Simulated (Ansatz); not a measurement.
Run this with Ansatz 0.2.0 through its Python package and show what comes out.

The script reads `ch7alasn.xyz`:
```text
11

C    -0.47610    1.86880    0.20160
N    -0.44100    0.47110    0.40000
As    1.18810   -0.13800   -0.33390
Al    0.81310   -2.45850    0.25210
H    -1.48840    2.28030    0.57250
H    -0.46970    2.17150   -0.89560
H     0.32560    2.42970    0.73390
H    -1.16750    0.04300   -0.15560
H     0.64050   -0.28330   -1.72050
H    -0.69920   -3.08200   -0.03370
H     1.83990   -3.35970    0.99980
```

`run_tae.py`:
```python
# -*- coding: utf-8 -*-
from collections import Counter

import ansatz as az


def single_point(molecule, charge=0, unpaired=0):
    calc = molecule.calculation().basis(gaussian="6-31G*").functional("r2scan0")
    if charge:
        calc = calc.charge(charge)
    if unpaired:
        calc = calc.spin("collinear", total=unpaired)
    return calc.run(threads=1).report["free_energy_ev"]


def main():
    geometry = az.Crystal.molecule_from_extxyz("ch7alasn.xyz")

    unpaired = {"C": 2, "N": 3, "As": 3, "Al": 1, "H": 1}
    counts = Counter(site.symbol for site in geometry.cartesian_sites)
    atom_energy = {s: single_point(az.Crystal.molecule().atom(s, (0, 0, 0)), 0, unpaired[s]) for s in counts}
    whole = single_point(geometry, 0, 0)
    for s, e in atom_energy.items():
        print(f"{s:2s} x{counts[s]}  {e:14.5f} eV")
    print(f"CH7AlAsN: {whole:.5f} eV")
    split = sum(counts[s] * e for s, e in atom_energy.items()) - whole
    print(f"atomisation energy (no zero-point term): {96.485332 * split:.1f} kJ/mol, {split / sum(counts.values()):.3f} eV an atom")


if __name__ == "__main__":
    main()
```

Running `python run_tae.py` prints:
```text
C  x1     -1029.18038 eV
N  x1     -1484.73425 eV
As x1    -60831.18879 eV
Al x1     -6593.60203 eV
H  x7       -13.55743 eV
CH7AlAsN: -70066.50311 eV
atomisation energy (no zero-point term): 3173.9 kJ/mol, 2.991 eV an atom
```

3173.9 kJ/mol from the electronic energies, without the zero-point term.

Reading the output:
- Total energies depend on the basis set; only differences at equal settings carry meaning.
- The geometry is a force-field or estimated start, not a minimum of this method, and the basis set is short of its limit. All parts are taken at fixed geometry, without zero-point energy.
- Hardware and time: 13 s on 1 thread of Arm Neoverse V1, with other jobs on the host, peak memory 0.29 GiB.
